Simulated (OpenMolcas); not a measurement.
**Eu³⁺: CASSCF and CASPT2 terms and fine-structure levels**

Aim: the low terms and levels of Eu³⁺, with their order and spacing, then second-order correlation under several settings.

The numbers are computed with OpenMolcas 26.06 (state-averaged CASSCF and CASPT2, spin-orbit coupling by RASSI with atomic mean-field integrals), except any that are marked as measured or tabulated.

### Step 1. Starting point

* Species: Eu³⁺ (europium, Z = 63, 60 electrons)
* Basis: ANO-RCC-VQZP [9s8p6d4f3g2h], 140 functions
* Scalar Hamiltonian: DKH2, point nucleus
* Inactive shells: 1s 2s 2p 3s 3p 3d 4s 4p 4d 5s 5p
* Active space: 6 electrons in 7 orbitals (4f)
* Some configurations of this space: 4f6
* Orbitals: optimised for each spin and parity, averaged over the low roots

Outer shells as boxes (Hund's rule):

4f6
```
4f [↑ ][↑ ][↑ ][↑ ][↑ ][↑ ][  ]
```

Each step is its own input file, run in one work folder so that later steps find the files of earlier ones. Labels, J, g values, rates, χT and fits are worked out afterwards by a script from the matrices that RASSI stores.

### Step 2. One- and two-electron integrals

a.inp reads:

```
&GATEWAY
Coord
1

Eu 0.0 0.0 0.0
Basis=ANO-RCC-VQZP
Group=XYZ
NoMove
AngMom=0.0 0.0 0.0
AMFI
&SEWARD
```

The run is started by

```
$ OMP_NUM_THREADS=1 MOLCAS_MEM=2252 MOLCAS_PROJECT=a pymolcas a.inp > a.log
```

### Step 3. CASSCF: septets of even parity, 7 roots

a.inp reads:

```
&RASSCF
FileOrb=start.orb
Symmetry=1
Spin=7
nActEl=6 0 0
Inactive=15 12
Ras2=0 7
CIRoot=7 7 1
SDav=7
CIMx=300
Iter=120 100
PrWF=0.3
OrbListing=Nothing
MaxOrb=0
Atom
>>> COPY $Project.JobIph JOB001
```

start.orb holds the contracted functions of the basis, ordered by shell, or the orbitals of the step before.

### Step 4. CASSCF: quintets of even parity, 91 roots

a.inp reads:

```
&RASSCF
FileOrb=start.orb
Symmetry=1
Spin=5
nActEl=6 0 0
Inactive=15 12
Ras2=0 7
CIRoot=91 91 1
SDav=140
CIMx=300
Iter=120 100
PrWF=0.3
OrbListing=Nothing
MaxOrb=0
Atom
>>> COPY $Project.JobIph JOB002
```

### Step 5. Reference wave functions, triplets of even parity, 91 roots

a.inp reads:

```
&RASSCF
FileOrb=start.orb
Symmetry=1
Spin=3
nActEl=6 0 0
Inactive=15 12
Ras2=0 7
CIRoot=91 91 1
SDav=588
CIMx=300
Iter=120 100
PrWF=0.3
OrbListing=Nothing
MaxOrb=0
Atom
>>> COPY $Project.JobIph JOB003
```

### Step 6. Reference wave functions, singlets of even parity, 1 root

a.inp reads:

```
&RASSCF
FileOrb=start.orb
Symmetry=1
Spin=1
nActEl=6 0 0
Inactive=15 12
Ras2=0 7
CIRoot=1 1 1
SDav=490
CIMx=300
Iter=120 100
PrWF=0.3
OrbListing=Nothing
MaxOrb=0
Atom
>>> COPY $Project.JobIph JOB004
```

### Step 7. State interaction with spin-orbit coupling

a.inp reads:

```
&RASSI
NrOfJobIphs=2 7 42
1 2 3 4 5 6 7
1 2 3 4 5 6 7 8 9 10 11 12 13 14 15 16 17 18 19 20 21 22 23 24 25 26 27
28 29 30 31 32 33 34 35 36 37 38 39 40 41 42
IphNames
JOB001
JOB002
EJob
SpinOrbit
DIPRint=1.0
SOCoupling=1000.0
Subsets=2
MEES
Property=10
'ANGMOM' 1 'ANGMOM' 2 'ANGMOM' 3 'MLTPL  1' 1 'MLTPL  1' 2 'MLTPL  1' 3
'AMFI' 1 'AMFI' 2 'AMFI' 3 'MLTPL  2' 6
SOProperty=3
'ANGMOM' 1 'ANGMOM' 2 'ANGMOM' 3
```

### Step 8. CASPT2: IPEA 0.6, sigma2 regulariser 0.05 (closed shells correlated: none), extended multistate

a.inp reads:

```
>>> COPY JOB001 $Project.JobIph
&CASPT2
XMultistate=7 1 2 3 4 5 6 7
Frozen=15 12
IPEA=0.6
Sig2=0.05
MaxIter=60
WThr=0.0 0.3 0.05
PrWF=0.5
NoMix
>>> COPY JOB002 $Project.JobIph
&CASPT2
XMultistate=42 1 2 3 4 5 6 7 8 9 10 11 12 13 14 15 16 17 18 19 20 21 22
23 24 25 26 27 28 29 30 31 32 33 34 35 36 37 38 39 40 41 42
Frozen=15 12
IPEA=0.6
Sig2=0.05
MaxIter=60
WThr=0.0 0.3 0.05
PrWF=0.5
NoMix
```

### Step 9. CASPT2: IPEA 0, real shift 0.2 (closed shells correlated: 5s 5p)

a.inp reads:

```
>>> COPY JOB001 $Project.JobIph
&CASPT2
Multistate=7 1 2 3 4 5 6 7
NoMult
Frozen=14 9
IPEA=0.0
Shift=0.2
MaxIter=60
WThr=0.0 0.3 0.05
PrWF=0.5
NoMix
>>> COPY JOB002 $Project.JobIph
&CASPT2
Multistate=42 1 2 3 4 5 6 7 8 9 10 11 12 13 14 15 16 17 18 19 20 21 22
23 24 25 26 27 28 29 30 31 32 33 34 35 36 37 38 39 40 41 42
NoMult
Frozen=14 9
IPEA=0.0
Shift=0.2
MaxIter=60
WThr=0.0 0.3 0.05
PrWF=0.5
NoMix
```

### Step 10. CASPT2: IPEA 0.6, real shift 0.3 (closed shells correlated: 5s 5p)

Changes to a.inp since step 9:

```diff
@@ -5,4 +5,4 @@
 Frozen=14 9
-IPEA=0.0
-Shift=0.2
+IPEA=0.6
+Shift=0.3
 MaxIter=60
@@ -17,4 +17,4 @@
 Frozen=14 9
-IPEA=0.0
-Shift=0.2
+IPEA=0.6
+Shift=0.3
 MaxIter=60
```

(Steps that only read results are left out.)

Q: Predict the outcome of this session. Wanted: lowest level; first excited level; lowest level of another term; spin-orbit lowering of the lowest level; strongest of the lines computed, by gA.

As calculated:

```
                                                                                       quantity                                                                           value
                                                                                         method  XMS-CASPT2, IPEA 0.6, sigma2 regulariser 0.05 (closed shells correlated: none)
                                                                                   lowest level                                                      4f6 7F0, 95 % of that term
                                                                    ground level listed by NIST                                                                             7F0
                                                                            first excited level                                                             4f6 7F1 at 394 cm-1
                                                                   lowest level of another term                                                           4f6 5D0 at 20660 cm-1
                                                        spin-orbit lowering of the lowest level                                                                       3972 cm-1
strongest of the lines computed, by gA (one parity, so forbidden lines), at XMS-CASPT2 energies                                   4f6 5G5 → 4f6 7F5, 380.8 nm, A = 1.07e+01 s⁻¹
```

What each method costs and misses:

```tsv
method	time of its own steps	time with the reference	mean absolute difference from method B (cm-1)
A. CASSCF	2.1 min	2.1 min	840
B. XMS-CASPT2, IPEA 0.6, sigma2 regulariser 0.05, +none	47 s	2.9 min	0
C. SS-CASPT2, IPEA 0, real shift 0.2, +5s 5p	83 s	3.5 min	820
D. SS-CASPT2, IPEA 0.6, real shift 0.3, +5s 5p	76 s	3.3 min	75
```

Times are of one thread on a shared host.

In words: The multiplet 7F is regular; its intervals divided by the larger J differ by 77 % of their mean, where Landé's rule for pure LS coupling makes them equal. Second-order correlation (method B) scales the levels of the lowest configuration above 5000 cm⁻¹ by 0.90 to 1.01. Only the configurations of the active space and the roots asked for are present. Not all states of the active space went into the spin-orbit step. CASPT2 does not keep the components of a term degenerate, and the means are used. High states of lower spin are left out of the spin-orbit mixing. Only valence configurations of the active space appear, up to the ionisation limit; * or ° marks odd parity.
